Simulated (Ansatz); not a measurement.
# CH₃NSn: up Jacob's ladder to CCSD(T)

Aim: compute CH₃NSn with functionals from several rungs and with coupled cluster. The yardstick is the atomisation energy at the CCSD(T) limit.

Program: Ansatz 0.2.0, Gaussian basis. Level of theory: functionals in def2-TZVPP, the program's frozen cores in correlated methods. These are calculated values, not measurements.

The runs, in order: LDA (SPW92), PBE-D4, revPBE-D4, BLYP-D4, r2SCAN-D4, B97M-V, PBE0-D4, B3LYP-D4, r2SCANh-D4, r2SCAN0-D4, HSE06-D4, BHLYP-D4, CAM-B3LYP-D4, LC-ωPBE, ωB97X-V, ωB97M-V, B2PLYP, PBE-QIDH; CCSD(T)/def2-SVP; CCSD(T)/def2-TZVPP; CCSD(T)/def2-QZVPP; extrapolation to the limit; RPA on PBE.

1 further run of the same task is left out (for a known fault of the program).

**1. The geometry**

An earlier PBE0-D4 in a triple-zeta def2 set relaxation fixed the geometry. Sn takes the def2 core potential; no spin-orbit term is included.

SMILES `N#[C][SnH3]`, 6 atoms, charge 0, spin multiplicity 1.

Atoms are counted from 1 here; the program's logs count them from 0.

Bond lengths: N1–C2 1.152 Å, C2–Sn3 2.112 Å, Sn3–H4 1.695 Å, Sn3–H5 1.695 Å, Sn3–H6 1.695 Å. Angles: N1–C2–Sn3 179.8°, C2–Sn3–H4 106.1°, C2–Sn3–H5 106.0°, C2–Sn3–H6 106.1°, H4–Sn3–H5 112.7°, H4–Sn3–H6 112.6°, H5–Sn3–H6 112.6°.

**2. LDA**

This LDA is Slater exchange with PW92 correlation.

File in.yaml:

```yaml
crystal:
  periodic: [false, false, false]
  atoms:
    - {symbol: N, position_ang: [2.057048, -0.924658, 1.310657]}
    - {symbol: C, position_ang: [1.149591, -0.518109, 0.728496]}
    - {symbol: Sn, position_ang: [-0.513933, 0.221619, -0.342797]}
    - {symbol: H, position_ang: [-0.145034, 1.830119, -0.731384]}
    - {symbol: H, position_ang: [-0.663688, -0.763714, -1.714275]}
    - {symbol: H, position_ang: [-1.841885, 0.090742, 0.703003]}
basis:
  gaussian: {orbitals: def2-TZVPP}
hamiltonian: {xc: lda}
output: {orbitals: {seedname: orbitals}}
```

Started as:

```console
ansatz run in.yaml --threads 2 --pin off --events-out ev --progress --plain --max-ram 32768MiB --backend cpu
```

Further steps of the session: PBE-D4 (GGA); revPBE-D4 (GGA); BLYP-D4 (GGA); r2SCAN-D4 (meta-GGA); B97M-V (meta-GGA); B3LYP-D4 (hybrid); r2SCANh-D4 (hybrid); r2SCAN0-D4 (hybrid); HSE06-D4 (hybrid); BHLYP-D4 (hybrid); CAM-B3LYP-D4 (range-separated); LC-ωPBE (range-separated); ωB97X-V (range-separated); ωB97M-V (range-separated); B2PLYP (double hybrid); PBE-QIDH (double hybrid); CCSD(T) in def2-SVP; CCSD(T) in def2-TZVPP; CCSD(T) in def2-QZVPP; RPA on PBE orbitals.

Q: Predict the results of all the runs planned. Wanted: atomisation energy, CCSD(T)/CBS; farthest beyond LDA; mean size of error, GGA; mean size of error, meta-GGA; mean size of error, hybrid; mean size of error, range-separated; mean size of error, double hybrid; gap, smallest and largest; T1 diagnostic.

As calculated:

```
                               quantity                                                      value
        atomisation energy, CCSD(T)/CBS                                              1960.3 kJ/mol
 functionals within 19.6 kJ/mol (1.0 %)  BLYP-D4, B97M-V, B3LYP-D4, CAM-B3LYP-D4, ωB97X-V, ωB97M-V
                    farthest beyond LDA                                    BHLYP-D4 (-94.5 kJ/mol)
                mean size of error, GGA                                                20.0 kJ/mol
           mean size of error, meta-GGA                                                23.2 kJ/mol
             mean size of error, hybrid                                                50.2 kJ/mol
    mean size of error, range-separated                                                 9.9 kJ/mol
      mean size of error, double hybrid                                                36.3 kJ/mol
              gap, smallest and largest                  6.92 eV (LDA (SPW92)), 13.89 eV (LC-ωPBE)
                          T1 diagnostic                                                     0.0142
triples share of the correlation energy                                                      3.9 %
```

In words: The LDA atomisation energy is off by 282.3 kJ/mol (14 %): it overbinds. PBE-D4 misses by +30.2 kJ/mol. Double hybrids carry the basis error of their MP2 part in triple zeta, and no dispersion term here, so their miss is partly the set-up's. By mean error the best rung here is range-separated (9.9 kJ/mol) and the worst beyond LDA is hybrid (50.2 kJ/mol). The mean of the hybrids holds BHLYP, with half exact exchange. The reference freezes the cores and leaves out spin-orbit coupling and excitations past (T), and its outer-core shells are covered unevenly, so misses under about 19.6 kJ/mol can't be ranked. All levels share the lack of spin-orbit coupling, which lowers the free heavy atoms and so the true binding. Hartree-Fock recovers 65 % of the binding; the rest is correlation. CCSD(T) in def2-SVP is off by -138.7 kJ/mol, worse than the median functional, from the basis alone. Orbital gaps span 6.9 to 13.9 eV; exact exchange widens them. Correlated methods include outer-core shells of Sn, which these sets cover unevenly.
